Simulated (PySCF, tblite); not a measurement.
# C₅HFNO radical: geometry, infrared bands and EPR parameters

Aim: predict the infrared bands and EPR parameters of C₅HFNO radical (`N#Cc1c[c]oc1F`).

The runs use tblite 0.8.0 and PySCF 2.14.0, with density-fitted response routines of our own; the level of theory stands in each step. All values are computed, except where a source is named. Atoms count from 0, in the outputs and in this text.

## 1. Starting geometry

9 atoms, charge 0, multiplicity 2; geometry from: force field or distance geometry start.

Bonds of the start (Å): N0–C1 1.17, C1–C2 1.44, C2–C3 1.38, C3–C4 1.40, C4–O5 1.33, O5–C6 1.32, C6–F7 1.37, C6–C2 1.40, C3–H8 1.09.

## 2. Optimising the geometry with GFN2-xTB

What the job is given:

```
{"job": {"kind": "relax", "xc": "GFN2-xTB", "basis": "xTB"}, "charge": 0, "multiplicity": 2}
N      2.916900    -0.020600    -0.107800
C      1.750900    -0.024200    -0.062000
C      0.312100    -0.042700    -0.003900
C     -0.531900    -1.129000     0.057900
C     -1.847200    -0.663500     0.093400
O     -1.797400     0.661500     0.023500
C     -0.545700     1.061100    -0.033100
F     -0.045700     2.333700    -0.096000
H     -0.198500    -2.170200     0.102800
```

Command:

```
OMP_NUM_THREADS=1 python probes_run.py task.json out
```

The driver reads the jobs from task.json and runs them one after another.

**Question.** This job is followed by: GFN2-xTB harmonic vibrations, gas phase; UKS B3LYP, pcH-1 on C F H N O, non-relativistic, mean-field spin-orbit, GIAO. What will the session give for the following? strongest single infrared mode (GFN2-xTB); zero-point energy (GFN2-xTB); g(iso) (B3LYP); ⟨S²⟩; largest a(iso); potential on the surface of density 0.002 e/bohr³, 1st and 99th percentile.

**Answer**, as computed:

```
                                                                  quantity                  value
                                 strongest single infrared mode (GFN2-xTB)  1603 cm⁻¹, 167 km/mol
                                              zero-point energy (GFN2-xTB)          29.2 kcal/mol
                                                            g(iso) (B3LYP)                2.00194
                                                                      ⟨S²⟩     0.760 (exact 0.75)
                                                            largest a(iso)   13C on C4, 697.8 MHz
potential on the surface of density 0.002 e/bohr³, 1st and 99th percentile     -1.58 V and 1.61 V
```

In words: The optimisation took 26 steps and gained 0.459 eV; among the close pairs (by a distance rule), C2–C3 changed most, from 1.377 to 1.450 Å. No mode is imaginary among the 21: a minimum at this level. The strongest single mode, at 1603 cm⁻¹, moves mainly C6 and C2. GFN2-xTB is a fitted tight-binding method: band positions and strengths are rough. Its intensities can rank the bands wrongly. C4 carries the largest spin population, 1.00 e. The isotropic g lies 0.4 ppt below the free-electron value. The conformer search found further structures of the same energy, which may be mirror or relabelled copies of this one.
